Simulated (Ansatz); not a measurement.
**AlGaHO (sextet): from Hartree-Fock to the top rungs, cc-pVTZ**

An exercise on one series of results from a longer session: the logs are not shown, and one member is left open.

Computed with Ansatz 0.2.0, Gaussian basis. Level: cc-pVTZ, core rule «outside noble gas», up to 20 orbitals frozen.

To be run: UHF; CCSD(T) on ROHF; CCSD(T) on UHF; BCCD(T) on ROHF; CCSDT(Q) on ROHF; CCSDT(Q) on UHF.

6 further runs of the same task are left out: 1 for a known fault of the program, 5 set aside as unsound or not needed. Runs told in other sessions of the task aren't counted.

## The system

The geometry is a PBE0/def2-TZVP stationary point (not a proven minimum) of the parent state, kept for this charge and spin. No spin-orbit coupling is included. The filled d shell of Ga may be among the frozen orbitals whatever the setting's name suggests.

4 atoms, charge 0, spin multiplicity 6.

Atoms are counted from 1 here; the program's logs count them from 0.

Bond lengths: Al1–Ga2 2.392 Å, Al1–H4 1.590 Å, Ga2–O3 1.833 Å. Angles: Ga2–Al1–H4 122.6°, Al1–Ga2–O3 162.4°.

Coordinates:

```xyz
4

Al    0.0000   -0.2051    2.0325
Ga    0.0000    0.1118   -0.3388
O     0.0000   -0.2049   -2.1441
H     0.0000    1.0082    3.0599
```

The first run:

in.yaml reads:

```yaml
crystal:
  periodic: [false, false, false]
  atoms:
    - {symbol: Al, position_ang: [0.000000, -0.205088, 2.032524]}
    - {symbol: Ga, position_ang: [0.000000, 0.111802, -0.338783]}
    - {symbol: O, position_ang: [0.000000, -0.204871, -2.144071]}
    - {symbol: H, position_ang: [0.000000, 1.008195, 3.059873]}
basis:
  gaussian: {orbitals: cc-pVTZ}
magnetization: {spin_polarized: true, initial_magnetization: 5}
hamiltonian: {xc: hf}
output: {orbitals: {seedname: orbitals}}
```

The run is started by

```sh
$ ansatz run in.yaml --threads 1 --pin off --events-out ev --progress --plain --max-ram 4096MiB --backend cpu
```

Among the steps run: UHF; CCSD(T) on ROHF; CCSD(T) on UHF; BCCD(T) on ROHF; CCSDT(Q) on ROHF; CCSDT(Q) on UHF.

One of the session's tables, all rows but one given; the rest of the session is left out.

```
   method  from RCCSDT(Q) (meV)
     ROHF               +9062.3
      UHF                     ?
     RMP2               +1390.8
     UMP2               +1332.9
    RCCSD                +454.6
    UCCSD                +418.8
 RCCSD(T)                 +89.7
 UCCSD(T)                 +69.4
  BCCD(T)                 +85.3
   RCCSDT                 +22.2
   UCCSDT                  +2.1
RCCSDT(Q)                     0
UCCSDT(Q)                 -24.8
```

**Question.** Estimate the row for UHF.

The run gave: from RCCSDT(Q) (meV): +8788.3. In the column «from RCCSDT(Q) (meV)» it lies between RMP2 (+1390.8) and ROHF (+9062.3).

Caveats from the session: Restricted and unrestricted rows rest on different reference determinants; a gap between their highest levels can come from leftover correlation error, from unlike frozen cores or from another state.
